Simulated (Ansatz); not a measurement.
# Sn3Te in Ansatz: the effect of functional

Sn3Te:

```xyz
4
Lattice="4.7999 0.0000 0.0000 0.0000 4.7999 0.0000 0.0000 0.0000 4.7999" Properties=species:S:1:pos:R:3 pbc="T T T"
Te    0.0000    0.0000    0.0000
Sn    0.0000    2.3999    2.3999
Sn    2.3999    0.0000    2.3999
Sn    2.3999    2.3999    0.0000
```

The cell comes from a database or a generator and needn't be the stable form of this composition.

The cell isn't the ideal one: volume scaled by 0.96.

Alike in all runs:

* Program: Ansatz 0.2.0
* Task: single point
* Potentials or basis: Ansatz PAW
* k mesh: 6 × 6 × 6
* Occupations: fermi-dirac, width 0.05 eV
* Spin: no spin polarisation

```tsv
functional	cutoff	pressure (GPa)
LDA	420 eV (not typed: the program's choice for these potentials)	-1.7
r2SCAN	500 eV (not typed: the program's choice for these potentials)	?
PBE	420 eV (not typed: the program's choice for these potentials)	2.3
```

Q: What does the run with functional r2SCAN give?

A: Pressure 1.6 GPa.

Caveats: the PAW data sets come from PBE, with cores solved anew for the run's functional, which leaves a small shift of forces and pressure (some runs).
